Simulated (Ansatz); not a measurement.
# HfHO2 (quartet): the correlation ladder, def2-SVP

One table from this session's results is given with a row withheld; the runs are named, their logs left out.

Program: Ansatz 0.2.0, Gaussian basis. Level of theory: def2-SVP, core rule «outside noble gas», up to 6 orbitals frozen. These are calculated values, not measurements.

The runs, in order: UHF; CCSD(T) on ROHF; CCSD(T) on UHF; CISD; CCSDT(Q) on ROHF; CCSDT(Q) on UHF.

3 further runs of the same task are left out: 3 set aside as unsound or not needed.

## What is computed

The geometry is a PBE0/def2-TZVP stationary point (not a proven minimum) of the parent state, kept for this charge and spin. No spin-orbit coupling is included. Elements past krypton take def2 core potentials.

4 atoms, charge 0, spin multiplicity 4.

Atoms are counted from 1 here; the program's logs count them from 0.

Bond lengths: Hf1–O2 1.832 Å, Hf1–O3 1.832 Å, Hf1–H4 1.916 Å. Angles: O2–Hf1–O3 121.7°, O2–Hf1–H4 119.2°, O3–Hf1–H4 119.2°.

Set-up of the first run:

Input file in.yaml:

```yaml
crystal:
  periodic: [false, false, false]
  atoms:
    - {symbol: Hf, position_ang: [0.000000, -0.125867, 0.000000]}
    - {symbol: O, position_ang: [0.000000, 0.766392, -1.599644]}
    - {symbol: O, position_ang: [0.000000, 0.766392, 1.599644]}
    - {symbol: H, position_ang: [0.000000, -2.041460, 0.000000]}
basis:
  gaussian: {orbitals: def2-SVP}
magnetization: {spin_polarized: true, initial_magnetization: 3}
hamiltonian: {xc: hf}
output: {orbitals: {seedname: orbitals}}
```

Launch:

```sh
ansatz run in.yaml --threads 1 --pin off --events-out ev --progress --plain --max-ram 4096MiB --backend cpu
```

Among the steps run: UHF; CCSD(T) on ROHF; CCSD(T) on UHF; CISD; CCSDT(Q) on ROHF; CCSDT(Q) on UHF.

One of the session's tables, all rows but one given; the rest of the session is left out.

```
   method  from RCCSDT(Q) (kcal/mol)
     ROHF                    +265.82
      UHF                    +260.59
     RMP2                     +35.40
     UMP2                     +34.42
    RCCSD                          ?
    UCCSD                     +12.24
 RCCSD(T)                      +5.07
 UCCSD(T)                      +4.30
   RCCSDT                      +1.79
   UCCSDT                      +1.02
RCCSDT(Q)                          0
UCCSDT(Q)                      -0.99
```

**Question.** Estimate the row for RCCSD.

As computed: from RCCSDT(Q) (kcal/mol): +13.11. In the column «from RCCSDT(Q) (kcal/mol)» it lies between UCCSD (+12.24) and UMP2 (+34.42).

Not comparable, so not listed: CISD (they don't share determinant, frozen orbitals or solution with the rows shown, or repeat one).

Caveats from the session: Restricted and unrestricted rows rest on different reference determinants; where their highest levels disagree by more than a few hundredths of an eV, they describe different states and don't form one ladder.
